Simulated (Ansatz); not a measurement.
# CH4CdO2: small, medium and large basis sets

The task here is to estimate one member of a computed series from the others.

The runs use Ansatz 0.2.0, Gaussian basis; one geometry, several basis sets.

The runs, in order: PBE0-D4/def2-SVP; ωB97M-V/def2-SVP; PBE0-D4/def2-QZVPP; ωB97M-V/def2-QZVPP; the functionals' def2-TZVPP values are taken from earlier runs.

## The geometry

All runs share one geometry, relaxed beforehand with PBE0-D4 in a triple-zeta def2 set. Cd takes the def2 core potential; no spin-orbit term is included.

SMILES `C[O][Cd][OH]`, 8 atoms, charge 0, spin multiplicity 1.

Atoms are counted from 1 here; the program's logs count them from 0.

Bond lengths: C1–O2 1.400 Å, C1–H5 1.100 Å, C1–H6 1.100 Å, C1–H7 1.097 Å, O2–Cd3 1.959 Å, Cd3–O4 1.958 Å, O4–H8 0.960 Å. Angles: O2–C1–H5 113.3°, O2–C1–H6 113.3°, O2–C1–H7 108.2°, H5–C1–H6 107.6°, H5–C1–H7 107.1°, H6–C1–H7 107.1°, C1–O2–Cd3 122.1°, O2–Cd3–O4 174.3°, Cd3–O4–H8 112.3°.

The first run:

File in.yaml:

```yaml
crystal:
  periodic: [false, false, false]
  atoms:
    - {symbol: C, position_ang: [0.644213, 1.505705, 0.002007]}
    - {symbol: O, position_ang: [0.283695, 0.497104, 0.903323]}
    - {symbol: Cd, position_ang: [-0.379595, -1.245905, 0.303400]}
    - {symbol: O, position_ang: [-0.935429, -3.067115, -0.153244]}
    - {symbol: H, position_ang: [-0.191945, 1.846232, -0.626274]}
    - {symbol: H, position_ang: [1.466669, 1.216810, -0.668496]}
    - {symbol: H, position_ang: [0.987707, 2.372890, 0.578949]}
    - {symbol: H, position_ang: [-1.875316, -3.125731, -0.339675]}
basis:
  gaussian: {orbitals: def2-SVP}
hamiltonian: {xc: pbe0, dispersion: d4}
output: {orbitals: {seedname: orbitals}}
```

Launch:

```console
$ ansatz run in.yaml --threads 4 --pin off --events-out ev --progress --plain --max-ram 10444MiB
```

Steps of the session up to this table: PBE0-D4 in def2-SVP; ωB97M-V in def2-SVP; PBE0-D4 in def2-QZVPP; ωB97M-V in def2-QZVPP.

One table of the session follows, with a row left open; its other results are not shown here.

It belongs to the step «Functionals by basis». 

| functional | basis | HOMO (eV) |
| --- | --- | --- |
| PBE0-D4 | def2-SVP | -7.04 |
| PBE0-D4 | def2-TZVPP | ? |
| PBE0-D4 | def2-QZVPP | -7.30 |
| ωB97M-V | def2-SVP | -9.40 |
| ωB97M-V | def2-TZVPP | -9.65 |
| ωB97M-V | def2-QZVPP | -9.70 |

**Question.** Estimate the row for PBE0-D4, def2-TZVPP.

**Answer.** HOMO (eV): -7.26. In the column «HOMO (eV)» it lies between PBE0-D4, def2-QZVPP (-7.30) and PBE0-D4, def2-SVP (-7.04).
